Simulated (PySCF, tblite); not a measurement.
**4-methoxybenzenethiol: geometry, infrared bands and NMR shifts**

Wanted: the infrared bands and NMR shifts of 4-methoxybenzenethiol (`COc1ccc(S)cc1`), by calculation.

Computed with tblite 0.8.0 and PySCF 2.14.0, with density-fitted response routines of our own, on a single molecule in the gas phase. Atoms are numbered from 0 throughout.

## 1. The starting structure

17 atoms, charge 0, multiplicity 1; geometry from: force field or distance geometry start.

Bonds of the start (Å): C0–O1 1.42, O1–C2 1.38, C2–C3 1.40, C3–C4 1.40, C4–C5 1.39, C5–S6 1.78, C5–C7 1.39, C7–C8 1.40, C8–C2 1.39, C0–H9 1.11, C0–H10 1.09, C0–H11 1.09, C3–H12 1.08, C4–H13 1.09, S6–H14 1.34, C7–H15 1.09, C8–H16 1.08.

## 2. Geometry optimisation with GFN2-xTB

The job: settings as JSON, then the geometry in Å.

```
{"job": {"kind": "relax", "xc": "GFN2-xTB", "basis": "xTB"}, "charge": 0, "multiplicity": 1}
C     -2.819500    -0.878300    -0.064500
O     -2.141700     0.368100     0.021800
C     -0.763800     0.303600     0.110700
C     -0.141600     1.557500     0.181600
C      1.250400     1.636900     0.280300
C      2.022200     0.478500     0.275900
S      3.799400     0.600600     0.372800
C      1.404800    -0.760500     0.194100
C      0.008000    -0.855200     0.107400
H     -3.903200    -0.658600    -0.113500
H     -2.661300    -1.493200     0.824000
H     -2.554800    -1.416100    -0.974800
H     -0.742900     2.460300     0.198400
H      1.722800     2.617800     0.330300
H      3.974100    -0.434000     1.205600
H      1.981700    -1.679900     0.191300
H     -0.441600    -1.835400     0.042200
```

Command:

```bash
OMP_NUM_THREADS=1 python probes_run.py task.json out
```

One launch serves the whole session: the jobs run in the order shown.

**Question.** This job is followed by: GFN2-xTB harmonic vibrations, gas phase; GIAO PBE0/pcSseg-1 NMR shielding, non-relativistic, gas phase. What will the session give for the following? strongest single infrared mode (GFN2-xTB); zero-point energy (GFN2-xTB); 13C shifts against TMS (PBE0/pcSseg-1, means over atoms taken as alike); 1H shifts against TMS (PBE0/pcSseg-1, means over atoms taken as alike); 17O shifts against H2O (PBE0/pcSseg-1); 33S shifts against CS2 (PBE0/pcSseg-1).

The runs gave:

| quantity | value |
| --- | --- |
| strongest single infrared mode (GFN2-xTB) | 1463 cm⁻¹, 230 km/mol |
| zero-point energy (GFN2-xTB) | 79.9 kcal/mol |
| 13C shifts against TMS (PBE0/pcSseg-1, means over atoms taken as alike) | 163.6, 132.3, 131.5, 118.9, 55.6 ppm |
| 1H shifts against TMS (PBE0/pcSseg-1, means over atoms taken as alike) | 7.21, 6.87, 3.84, 3.47 ppm |
| 17O shifts against H2O (PBE0/pcSseg-1) | 101.2 ppm |
| 33S shifts against CS2 (PBE0/pcSseg-1) | -11 ppm |

What this shows: The optimisation took 68 steps and gained 0.110 eV; among the close pairs (by a distance rule), C3–C4 changed most, from 1.398 to 1.376 Å. All 45 modes are real, so the xTB geometry is a minimum. The strongest single mode, at 1463 cm⁻¹, is spread over many atoms; the largest shares are those of C2, C4. GFN2-xTB is a fitted tight-binding method: band positions and strengths are rough. Its intensities can rank the bands wrongly. At PBE0/pcSseg-1: The largest span, 480 ppm, is at S6, where the paramagnetic term is -539 ppm. NICS(1)zz of -25 ppm above the planar ring from C2 marks a diatropic (aromatic) ring current.
